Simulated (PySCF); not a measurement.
**The bond of AlHg+, level by level**

Aim: find the lowest electronic state of AlHg+, scan its bond at several levels of theory, and get bond length, wavenumber and dissociation energy from each curve.

The runs use PySCF 2.14.0; Al def2-SVPD, Hg def2-SVPD with ECP60, scalar-relativistic core potentials.

### Step 1. Set-up

A driver script around PySCF takes these settings:

| Property | Result |
| --- | --- |
| atoms | Al, Hg |
| charge | 1 |
| basis | Al def2-SVPD, Hg def2-SVPD with ECP60 |
| Hamiltonian | scalar-relativistic core potentials |
| basis functions | 59 |
| electrons treated | 32 |
| masses in u | 26.9815, 201.9706 |
| levels | PBE0, PBE, r²SCAN, B3LYP, M06-2X, PW91, HSE06, HF, MP2, SCS-MP2, CCSD, CCSD(T) |
| grid | 80 radial by 434 angular points |
| occupations | held fixed by the projection of orbital angular momentum |
| dissociation limit | Al+ + Hg, each in its ground configuration |
| starting distance in angstrom | 2.670 |
| values of 2S to try | 0, 2 |

The run is started by

```sh
$ OMP_NUM_THREADS=1 python dia.py task.json out
```

The runs that follow: PBE0 along the bond; Excited determinants; PBE (GGA); r²SCAN (meta-GGA); B3LYP; M06-2X (hybrid meta-GGA); PW91; HSE06 (range-separated hybrid); RHF (mean field); Correlated methods on the Hartree–Fock reference.

Q: Predict the outcome of this session. Wanted: for each run, Re; ωe; De; μ.

The runs gave:

Lowest PBE0 solution found, without spin–orbit coupling: ¹Σ⁺ (singlet), closed shell. The other levels ran on it alone.

| level | Re (Å) | ωe (cm⁻¹) | De (eV) | μ (D) |
| --- | --- | --- | --- | --- |
| RHF | 3.238 | 96.2 | 0.321 | -9.10 |
| RHF-MP2 | 2.977 | 124.5 | 0.429 | n/a |
| RHF-SCS-MP2 | 3.025 | 116.3 | 0.383 | n/a |
| RHF-CCSD | 3.036 | 116.7 | 0.397 | n/a |
| RHF-CCSD(T) | 2.999 | 123.3 | 0.435 | n/a |
| PBE | 2.923 | 142.5 | 0.65 | -7.78 |
| PW91 | 2.918 | 143.2 | 0.66 | -7.78 |
| r²SCAN | 2.888 | 149.3 | 0.66 | -7.46 |
| B3LYP | 3.013 | 123.9 | 0.484 | -8.35 |
| PBE0 | 2.940 | 141.6 | 0.61 | -7.74 |
| HSE06 | 2.947 | 140.7 | 0.61 | -7.81 |
| M06-2X | 3.009 | 119.9 | 0.482 | -8.31 |

De is counted to Al+ + Hg in their ground configurations. A positive dipole points from Al to Hg; in an ion it is taken about the centre of mass and does not tell which atom is negative.

In words: Bond lengths run from 2.888 Å (r²SCAN) to 3.238 Å (RHF). CCSD(T) can't serve as the judge here: for a weak bond in this basis it is far from its limit. Of the levels with a De here, RHF gives the least (0.321 eV) and r²SCAN the most (0.66 eV).

Correlated steps freeze 5 core orbitals. Spin–orbit coupling is left out.
